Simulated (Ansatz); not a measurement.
# WS2: the cost of one run

Computed with Ansatz 0.2.0 (DFT PBE without U, plane waves, PAW, no spin–orbit coupling unless a run says so, unless a step's input says otherwise).

The COD entry's cell or inner coordinates are ideal or old and differ from later refinements, so a difference from it is no clean test against experiment.

## Step 1: The structure to begin with

It takes space group P6_3/mmc (No. 194, hexagonal). The conventional cell has a = 3.180 Å, b = 3.180 Å, c = 12.500 Å, α = 90.00°, β = 90.00°, γ = 120.00°. Around W (site symmetry -6m2) lie 6 S at 2.45 Å. S (site symmetry 3m) is surrounded by 3 W at 2.45 Å.

Structure file:

```
W S
1.0
     3.18000    0.00000    0.00000
    -1.59000    2.75396    0.00000
     0.00000    0.00000   12.50000
W S
2 4
Direct
  0.33333 0.66667 0.25000
  0.66667 0.33333 0.75000
  0.33333 0.66667 0.62000
  0.66667 0.33333 0.12000
  0.33333 0.66667 0.88000
  0.66667 0.33333 0.38000
```

Magnetic order typed: ferromagnetic.

An earlier series on this cell reached its lowest free state from «from atoms, symmetry kept, no search», perhaps among other starts (it ended without moments).

## Step 2: Random orbitals: single harmonics, second filling

Input file input.yaml:

```yaml
crystal:
  lattice:
    - [3.17999949, 0.0, 0.0]
    - [-1.58999974, 2.75396034, 0.0]
    - [0.0, 0.0, 12.49999932]
  atoms:
    - { symbol: W, position: [0.3333333333, 0.6666666667, 0.25], spin: 0.3 }
    - { symbol: W, position: [0.6666666667, 0.3333333333, 0.75], spin: 0.3 }
    - { symbol: S, position: [0.3333333333, 0.6666666667, 0.62] }
    - { symbol: S, position: [0.6666666667, 0.3333333333, 0.12] }
    - { symbol: S, position: [0.3333333333, 0.6666666667, 0.88] }
    - { symbol: S, position: [0.6666666667, 0.3333333333, 0.38] }
basis:
  ecutwfc: 420
  ecutrho_ratio: 4
kpoints:
  mp_grid: { grid: [7, 7, 2] }
hamiltonian:
  xc: pbe
  hubbard:
    sites:
      - { site: 0, l: d, u_eff: 0.0, starting_ns: [{ spin: up, occupation_matrix: s0up }, { spin: down, occupation_matrix: s0down }] }
      - { site: 1, l: d, u_eff: 0.0, starting_ns: [{ spin: up, occupation_matrix: s1up }, { spin: down, occupation_matrix: s1down }] }
    occupation_matrices:
      s0up:
        matrix:
          - [0.97, 0.0, 0.0, 0.0, 0.0]
          - [0.0, 0.02, 0.0, 0.0, 0.0]
          - [0.0, 0.0, 0.02, 0.0, 0.0]
          - [0.0, 0.0, 0.0, 0.02, 0.0]
          - [0.0, 0.0, 0.0, 0.0, 0.02]
      s0down:
        matrix:
          - [0.97, 0.0, 0.0, 0.0, 0.0]
          - [0.0, 0.02, 0.0, 0.0, 0.0]
          - [0.0, 0.0, 0.02, 0.0, 0.0]
          - [0.0, 0.0, 0.0, 0.02, 0.0]
          - [0.0, 0.0, 0.0, 0.0, 0.02]
      s1up:
        matrix:
          - [0.97, 0.0, 0.0, 0.0, 0.0]
          - [0.0, 0.02, 0.0, 0.0, 0.0]
          - [0.0, 0.0, 0.02, 0.0, 0.0]
          - [0.0, 0.0, 0.0, 0.02, 0.0]
          - [0.0, 0.0, 0.0, 0.0, 0.02]
      s1down:
        matrix:
          - [0.02, 0.0, 0.0, 0.0, 0.0]
          - [0.0, 0.02, 0.0, 0.0, 0.0]
          - [0.0, 0.0, 0.02, 0.0, 0.0]
          - [0.0, 0.0, 0.0, 0.02, 0.0]
          - [0.0, 0.0, 0.0, 0.0, 0.97]
    ns_hold: until_converged
scf:
  occupations: { method: gaussian, width: 0.05 }
  lower_state_search: "off"
  max_iter: 150
output:
  forces: true
  stress: true
  eigenvalues: true
  populations: true
  hubbard: { sites: [{ site: 0, l: d }, { site: 1, l: d }] }
magnetization:
  spin_polarized: true
```

The typed matrices put 0.97 on the chosen orbitals and 0.02 on the others, and are held until the SCF converges, then released.

The run is started by

```bash
$ ansatz run input.yaml --threads 4 --pin off --max-ram 6144MiB --backend cpu --events-out ev --progress --plain --runs-dir out
```

What time and memory should one allow on 4 threads of AMD EPYC 7R13 (Zen 3), shared host?

About 24 s, with a peak of 0.6 GiB.
